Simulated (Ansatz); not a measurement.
# C2H9NSi (SMILES CN(C)[SiH3]): HF/3-21G

What is the energy change on altering one bond length of C2H9NSi at HF/3-21G? 

The calculation is run with Ansatz 0.2.0.

71 further runs of the same task are left out: 71 set aside as unsound or not needed.

**1. Starting point**

C2H9NSi has 13 atoms, charge 0, and is taken as a singlet. As SMILES, `CN(C)[SiH3]`. The shape is that of a PBE0-D4/def2-TZVP optimisation.

Bond lengths: C1–N2 1.442 Å, N2–C3 1.442 Å, N2–Si4 1.717 Å, C1–H5 1.101 Å, C1–H6 1.097 Å, C1–H7 1.092 Å, C3–H8 1.097 Å, C3–H9 1.101 Å, C3–H10 1.092 Å, Si4–H11 1.497 Å, Si4–H12 1.487 Å, Si4–H13 1.487 Å. Some angles: C1–N2–C3 113.7°, C1–N2–Si4 120.9°, C3–N2–Si4 120.9°, N2–C1–H5 112.8°, N2–C1–H6 110.4°, N2–C1–H7 110.5°, N2–C3–H8 110.4°, N2–C3–H9 112.8°, N2–C3–H10 110.5°, N2–Si4–H11 115.3°.

**2. The energy at HF/3-21G**

The input, molecule.yaml:

```yaml
crystal:
  periodic: [false, false, false]
  atoms:
    - symbol: C
      position_ang: [-0.853400, 1.051500, -0.567400]
    - symbol: N
      position_ang: [-0.064300, 0.101400, 0.176900]
    - symbol: C
      position_ang: [1.257300, 0.576800, 0.503700]
    - symbol: Si
      position_ang: [-0.404400, -1.580400, 0.101900]
    - symbol: H
      position_ang: [-0.416100, 1.292500, -1.548500]
    - symbol: H
      position_ang: [-0.947500, 1.991500, -0.009400]
    - symbol: H
      position_ang: [-1.860700, 0.663700, -0.735400]
    - symbol: H
      position_ang: [1.197400, 1.509100, 1.079000]
    - symbol: H
      position_ang: [1.870100, 0.778300, -0.388400]
    - symbol: H
      position_ang: [1.787100, -0.156700, 1.115700]
    - symbol: H
      position_ang: [0.068700, -2.275300, -1.137100]
    - symbol: H
      position_ang: [-1.879700, -1.752300, 0.167000]
    - symbol: H
      position_ang: [0.265600, -2.234700, 1.256700]
basis:
  gaussian: {orbitals: 3-21G.json}
hamiltonian: {xc: hf}
accuracy: high
output: {orbitals: {seedname: orbitals}}
```

The basis set 3-21G is read from a file made from the Basis Set Exchange's data (not shown).

The run is started by

```bash
$ ansatz run molecule.yaml --threads 1 --pin off --max-ram 2610MiB --events-out events.jsonl --progress --plain --runs-dir runs
```

The log of the run:

```text
Warning: RAYON_NUM_THREADS=1 ignored (pool sized by the plan → 1); use --threads N
Functional definition: HF
  name "HF"
  exchange = exact_x
  correlation = 0
1450 factors; integrals over basis functions are off by at most 4.0e-9 eV
mean field evaluation 1: about -11483.1294 eV, gradient 2.3e1 eV
mean field evaluation 2: about -11483.6035 eV, gradient 2.3e1 eV
mean field evaluation 4: about -11484.9735 eV, gradient 3.1e0 eV
mean field evaluation 8: about -11484.9953 eV, gradient 3.9e-4 eV
mean field -11484.99534370 eV, -422.0657940715 hartree, gradient 2.5e-8 eV, S^2 0.000000; 0 other end points of the search recorded, 0 dependent functions left out
reference -11484.99534370 eV, -422.0657940715 hartree; 21, 21 occupied and 37, 37 virtual orbitals, 1450 factors
Total energy: -11484.99534370 eV, -422.0657940715 hartree
```

Run time: 1 s. Hardware: 1 thread of Arm Neoverse V1, shared host; peak memory 0.12 GiB.

**3. The distorted shape**

The input, input.yaml:

```yaml
crystal:
  periodic: [false, false, false]
  atoms:
    - symbol: C
      position_ang: [-1.159777, 0.950758, -0.121384]
    - symbol: N
      position_ang: [-0.370677, 0.000658, 0.622916]
    - symbol: C
      position_ang: [0.950923, 0.476058, 0.949716]
    - symbol: Si
      position_ang: [-0.710777, -1.681142, 0.547916]
    - symbol: H
      position_ang: [-0.722477, 1.191758, -1.102484]
    - symbol: H
      position_ang: [-1.253877, 1.890758, 0.436616]
    - symbol: H
      position_ang: [-2.167077, 0.562958, -0.289384]
    - symbol: H
      position_ang: [0.891023, 1.408358, 1.525016]
    - symbol: H
      position_ang: [1.870100, 0.778300, -0.388400]
    - symbol: H
      position_ang: [1.480723, -0.257442, 1.561716]
    - symbol: H
      position_ang: [-0.237677, -2.376042, -0.691084]
    - symbol: H
      position_ang: [-2.186077, -1.853042, 0.613016]
    - symbol: H
      position_ang: [-0.040777, -2.335442, 1.702716]
basis:
  gaussian:
    orbitals: 3-21G.json
total_charge: 0
hamiltonian:
  xc: hf
accuracy: high
output: {orbitals: {seedname: orbitals}}
```

The basis set 3-21G is read from a file made from the Basis Set Exchange's data (not shown).

The run is started by

```bash
$ ansatz run input.yaml --threads 1 --pin off --max-ram 2610MiB --events-out events.jsonl --progress --plain --runs-dir runs
```

The log of the run:

```text
Warning: RAYON_NUM_THREADS=1 ignored (pool sized by the plan → 1); use --threads N
Functional definition: HF
  name "HF"
  exchange = exact_x
  correlation = 0
1455 factors; integrals over basis functions are off by at most 3.9e-9 eV
mean field evaluation 1: about -11481.0546 eV, gradient 2.1e1 eV
mean field evaluation 2: about -11481.5471 eV, gradient 2.2e1 eV
mean field evaluation 4: about -11482.8581 eV, gradient 3.4e0 eV
mean field evaluation 8: about -11482.8858 eV, gradient 1.2e-1 eV
mean field evaluation 16: about -11482.8859 eV, gradient 1.8e-8 eV
mean field -11482.88586967 eV, -421.9882723306 hartree, gradient 1.8e-8 eV, S^2 0.000000; 0 other end points of the search recorded, 0 dependent functions left out
reference -11482.88586967 eV, -421.9882723306 hartree; 21, 21 occupied and 37, 37 virtual orbitals, 1455 factors
Total energy: -11482.88586967 eV, -421.9882723306 hartree
```

Run time: 1 s. Hardware: 1 thread of Arm Neoverse V1, shared host.

**4. Outcome**

At HF/3-21G:

| quantity | value |
| --- | --- |
| first shape: total energy | -422.06579 Eh |
| first shape: HOMO energy | -9.27 eV |
| first shape: LUMO energy | 4.79 eV |
| first shape: HOMO–LUMO gap | 14.06 eV |
| distorted shape: total energy | -421.98827 Eh |
| distorted shape: HOMO energy | -9.05 eV |
| distorted shape: LUMO energy | 4.48 eV |
| distorted shape: HOMO–LUMO gap | 13.54 eV |
| energy change with the C3–H9 bond stretched from 1.101 to 1.651 Å | 2.109 eV |

In words: With the C3–H9 bond stretched from 1.101 to 1.651 Å the energy rises by 2.11 eV (49 kcal/mol). The first shape isn't relaxed at this level, so the change isn't measured from a minimum.
